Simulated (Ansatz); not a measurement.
**Cl2H2O2Sn: small, medium and large basis sets**

How large a basis does Cl2H2O2Sn need? Two functionals are run in growing sets.

Method: one geometry, several basis sets; program: Ansatz 0.2.0, Gaussian basis.

Plan: PBE0-D4/def2-SVP; ωB97M-V/def2-SVP; PBE0-D4/def2-QZVPP; ωB97M-V/def2-QZVPP; the functionals' def2-TZVPP values are taken from earlier runs.

## Step 1: The geometry

The geometry comes from an earlier relaxation with PBE0-D4 in a triple-zeta def2 set; it is a stationary point, not always the lowest conformer. Sn takes the def2 core potential; no spin-orbit term is included.

SMILES `[OH][Sn]([OH])([Cl])[Cl]`, 7 atoms, charge 0, spin multiplicity 1.

Atoms are counted from 1 here; the program's logs count them from 0.

Bond lengths: O1–Sn2 1.938 Å, O1–H6 0.962 Å, Sn2–O3 1.931 Å, Sn2–Cl4 2.289 Å, Sn2–Cl5 2.301 Å, O3–H7 0.963 Å. Angles: Sn2–O1–H6 113.6°, O1–Sn2–O3 106.3°, O1–Sn2–Cl4 112.7°, O1–Sn2–Cl5 109.3°, O3–Sn2–Cl4 108.1°, O3–Sn2–Cl5 112.2°, Cl4–Sn2–Cl5 108.2°, Sn2–O3–H7 111.6°.

## Step 2: PBE0-D4 in def2-SVP

The input, in.yaml:

```yaml
crystal:
  periodic: [false, false, false]
  atoms:
    - {symbol: O, position_ang: [-1.077603, 0.059080, 1.210040]}
    - {symbol: Sn, position_ang: [0.011690, 0.028840, -0.393172]}
    - {symbol: O, position_ang: [1.509736, -1.126977, -0.009546]}
    - {symbol: Cl, position_ang: [-1.101737, -0.825392, -2.201872]}
    - {symbol: Cl, position_ang: [0.673816, 2.173524, -0.901622]}
    - {symbol: H, position_ang: [-1.588494, 0.867229, 1.312592]}
    - {symbol: H, position_ang: [1.633793, -1.244403, 0.937780]}
basis:
  gaussian: {orbitals: def2-SVP}
hamiltonian: {xc: pbe0, dispersion: d4}
output: {orbitals: {seedname: orbitals}}
```

On the command line:

```sh
$ ansatz run in.yaml --threads 4 --pin off --events-out ev --progress --plain --max-ram 10444MiB
```

Further steps of the session: ωB97M-V in def2-SVP; PBE0-D4 in def2-QZVPP; ωB97M-V in def2-QZVPP.

Q: Predict the results of all the runs planned. Wanted: PBE0-D4: double and triple zeta above quadruple; ωB97M-V: double and triple zeta above quadruple.

The runs gave:

| quantity | value |
| --- | --- |
| PBE0-D4: double and triple zeta above quadruple | 15.62, 1.07 eV |
| ωB97M-V: double and triple zeta above quadruple | 15.58, 1.02 eV |

For PBE0-D4 the step from double to triple zeta gains 14.55 eV and the next only 1.07 eV. These are total energies; as a rule much of such shifts cancels in differences, which this series doesn't test.
